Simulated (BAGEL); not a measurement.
# HF/def2-SVP (density fitting with qzvpp-jkfit) run of Al2H6O2 (SMILES [OH+]1[AlH2-][OH+][AlH2-]1)

What is the energy change on altering one bond length of Al2H6O2 at HF/def2-SVP (density fitting with qzvpp-jkfit)? 

The results are computed with BAGEL 1.2.2.

1 further run of the same task is left out (set aside as unsound or not needed).

## (1) The structure to begin with

Al2H6O2: 10 atoms, total charge 0, spin state singlet. As SMILES, `[OH+]1[AlH2-][OH+][AlH2-]1`. Geometry: a GFN2-xTB relaxation, a rough one for these elements and not checked as a minimum.

Bond lengths: O1–Al2 1.838 Å, Al2–O3 1.836 Å, O1–Al4 1.836 Å, O3–Al4 1.838 Å, O1–H5 0.957 Å, Al2–H6 1.538 Å, Al2–H7 1.538 Å, O3–H8 0.957 Å, Al4–H9 1.538 Å, Al4–H10 1.538 Å. Some angles: O1–Al2–O3 82.8°, Al2–O1–Al4 97.2°, Al2–O3–Al4 97.2°, O1–Al4–O3 82.8°, O1–Al2–H6 110.0°, O1–Al2–H7 110.2°, O3–Al2–H6 110.2°, O3–Al2–H7 110.1°, Al2–O1–H5 131.3°, Al4–O1–H5 131.5°.

## (2) A single-point energy at HF/def2-SVP (density fitting with qzvpp-jkfit)

Contents of input.json:

```json
{ "bagel" : [

{
  "title" : "molecule",
  "basis" : "svp",
  "df_basis" : "qzvpp-jkfit",
  "angstrom" : "true",
  "geometry" : [
    { "atom" : "O", "xyz" : [   -1.076710,    0.440900,   -0.351400 ] },
    { "atom" : "Al", "xyz" : [   -0.608230,   -0.650350,    1.051430 ] },
    { "atom" : "O", "xyz" : [    1.076820,   -0.438400,    0.352780 ] },
    { "atom" : "Al", "xyz" : [    0.607800,    0.649950,   -1.052130 ] },
    { "atom" : "H", "xyz" : [   -1.925330,    0.785010,   -0.627960 ] },
    { "atom" : "H", "xyz" : [   -1.112080,   -2.080860,    0.795970 ] },
    { "atom" : "H", "xyz" : [   -0.728470,    0.113980,    2.380490 ] },
    { "atom" : "H", "xyz" : [    1.926010,   -0.781210,    0.629740 ] },
    { "atom" : "H", "xyz" : [    1.113600,    2.080480,   -0.800860 ] },
    { "atom" : "H", "xyz" : [    0.726610,   -0.119490,   -2.378070 ] }
  ]
},
{ "title" : "hf" },
{ "title" : "print", "file" : "orbitals.molden", "orbitals" : "true" }

]}
```

Command:

```sh
BAGEL_NUM_THREADS=1 BAGEL input.json > input.out
```

Standard output:

```text
* using 1 threads per process

  ===============================================================
  ===============================================================

  *** Geometry ***

  { "atom" : "O", "xyz" : [     -2.034687,      0.833180,     -0.664050 ] },
  { "atom" : "Al", "xyz" : [     -1.149388,     -1.228983,      1.986915 ] },
  { "atom" : "O", "xyz" : [      2.034895,     -0.828456,      0.666658 ] },
  { "atom" : "Al", "xyz" : [      1.148576,      1.228227,     -1.988238 ] },
  { "atom" : "H", "xyz" : [     -3.638346,      1.483454,     -1.186672 ] },
  { "atom" : "H", "xyz" : [     -2.101527,     -3.932256,      1.504165 ] },
  { "atom" : "H", "xyz" : [     -1.376609,      0.215391,      4.498474 ] },
  { "atom" : "H", "xyz" : [      3.639631,     -1.476273,      1.190036 ] },
  { "atom" : "H", "xyz" : [      2.104399,      3.931537,     -1.513406 ] },
  { "atom" : "H", "xyz" : [      1.373094,     -0.225803,     -4.493901 ] },

  Number of auxiliary basis functions:      518

  Since a DF basis is specified, we compute 2- and 3-index integrals:
    o Being stored without compression. Storage requirement is 0.037 GB

  Number of basis functions:       94
  Number of electrons      :       48

    * METHOD: MOLECULE                             0.24

  *** RHF ***

  === Nuclear Repulsion ===
   228.0237051127

      * DIIS with orbital gradients will be used.

  === RHF iteration (svp) ===
      0       -636.69054189          0.02058995           0.08
      1       -636.85668140          0.01362600           0.08
      2       -636.95077934          0.00112190           0.08
      3       -636.95204585          0.00012933           0.08
      4       -636.95206090          0.00003197           0.08
      5       -636.95206177          0.00000474           0.08
      6       -636.95206181          0.00000122           0.08
      7       -636.95206181          0.00000028           0.08
      8       -636.95206181          0.00000010           0.08
      9       -636.95206181          0.00000002           0.08
     10       -636.95206181          0.00000001           0.08
    * SCF iteration converged.

    * Permanent dipole moment:
           (    0.000287,    -0.003466,     0.000008) a.u.

    * METHOD: HF                                   1.04

    * METHOD: PRINT                                0.01

  ===============================================================
```

It took 1.4 s on 1 thread of Arm Neoverse V2, shared host; peak memory 0.14 GiB.

## (3) The distorted shape

Contents of input.json:

```json
{ "bagel" : [

{
  "title" : "molecule",
  "basis" : "svp",
  "df_basis" : "qzvpp-jkfit",
  "angstrom" : "true",
  "geometry" : [
    { "atom" : "O", "xyz" : [      -0.949392,       0.389273,      -0.309908 ] },
    { "atom" : "Al", "xyz" : [      -0.480912,      -0.701977,       1.092922 ] },
    { "atom" : "O", "xyz" : [       1.204138,      -0.490027,       0.394272 ] },
    { "atom" : "Al", "xyz" : [       0.735118,       0.598323,      -1.010638 ] },
    { "atom" : "H", "xyz" : [      -1.925330,       0.785010,      -0.627960 ] },
    { "atom" : "H", "xyz" : [      -0.984762,      -2.132487,       0.837462 ] },
    { "atom" : "H", "xyz" : [      -0.601152,       0.062353,       2.421982 ] },
    { "atom" : "H", "xyz" : [       2.053328,      -0.832837,       0.671232 ] },
    { "atom" : "H", "xyz" : [       1.240918,       2.028853,      -0.759368 ] },
    { "atom" : "H", "xyz" : [       0.853928,      -0.171117,      -2.336578 ] }
  ]
},

{
  "title" : "hf"
},

{
  "title" : "print",
  "file" : "orbitals.molden",
  "orbitals" : "true"
}

]}
```

Command:

```sh
BAGEL_NUM_THREADS=1 BAGEL input.json > input.out
```

Standard output:

```text
* using 1 threads per process

  ===============================================================
  ===============================================================

  *** Geometry ***

  { "atom" : "O", "xyz" : [     -1.794091,      0.735619,     -0.585641 ] },
  { "atom" : "Al", "xyz" : [     -0.908792,     -1.326544,      2.065323 ] },
  { "atom" : "O", "xyz" : [      2.275491,     -0.926017,      0.745066 ] },
  { "atom" : "Al", "xyz" : [      1.389172,      1.130667,     -1.909829 ] },
  { "atom" : "H", "xyz" : [     -3.638346,      1.483454,     -1.186672 ] },
  { "atom" : "H", "xyz" : [     -1.860930,     -4.029816,      1.582574 ] },
  { "atom" : "H", "xyz" : [     -1.136013,      0.117830,      4.576883 ] },
  { "atom" : "H", "xyz" : [      3.880228,     -1.573834,      1.268445 ] },
  { "atom" : "H", "xyz" : [      2.344995,      3.833977,     -1.434998 ] },
  { "atom" : "H", "xyz" : [      1.613690,     -0.323364,     -4.415492 ] },

  Number of auxiliary basis functions:      518

  Since a DF basis is specified, we compute 2- and 3-index integrals:
    o Being stored without compression. Storage requirement is 0.037 GB

  Number of basis functions:       94
  Number of electrons      :       48

    * METHOD: MOLECULE                             0.24

  *** RHF ***

  === Nuclear Repulsion ===
   227.1307833953

      * DIIS with orbital gradients will be used.

  === RHF iteration (svp) ===
      0       -636.66297968          0.02075711           0.08
      1       -636.82583285          0.01419333           0.08
      2       -636.93053411          0.00118684           0.08
      3       -636.93192823          0.00024634           0.08
      4       -636.93196662          0.00009690           0.08
      5       -636.93197284          0.00001990           0.08
      6       -636.93197322          0.00000573           0.08
      7       -636.93197326          0.00000103           0.08
      8       -636.93197326          0.00000018           0.08
      9       -636.93197326          0.00000006           0.08
     10       -636.93197326          0.00000002           0.08
     11       -636.93197326          0.00000000           0.08
    * SCF iteration converged.

    * Permanent dipole moment:
           (    0.112687,    -0.049110,     0.036645) a.u.

    * METHOD: HF                                   1.15

    * METHOD: PRINT                                0.01

  ===============================================================
```

Run time: 1.6 s. Hardware: 1 thread of Arm Neoverse V2, shared host; peak memory 0.14 GiB.

## (4) Results

At HF/def2-SVP (density fitting with qzvpp-jkfit):

| quantity | value |
| --- | --- |
| first shape: total energy | -636.95206 Eh |
| first shape: dipole moment | 0.01 D |
| first shape: HOMO energy | -10.98 eV |
| first shape: LUMO energy | 2.83 eV |
| first shape: HOMO–LUMO gap | 13.81 eV |
| distorted shape: total energy | -636.93197 Eh |
| distorted shape: dipole moment | 0.33 D |
| distorted shape: HOMO energy | -10.92 eV |
| distorted shape: LUMO energy | 2.83 eV |
| distorted shape: HOMO–LUMO gap | 13.75 eV |
| energy change with the O1–H5 bond stretched from 0.957 to 1.100 Å | 0.547 eV |

With the O1–H5 bond stretched from 0.957 to 1.100 Å the energy rises by 0.55 eV (12.6 kcal/mol). The first shape isn't relaxed at this level, so the change isn't measured from a minimum.
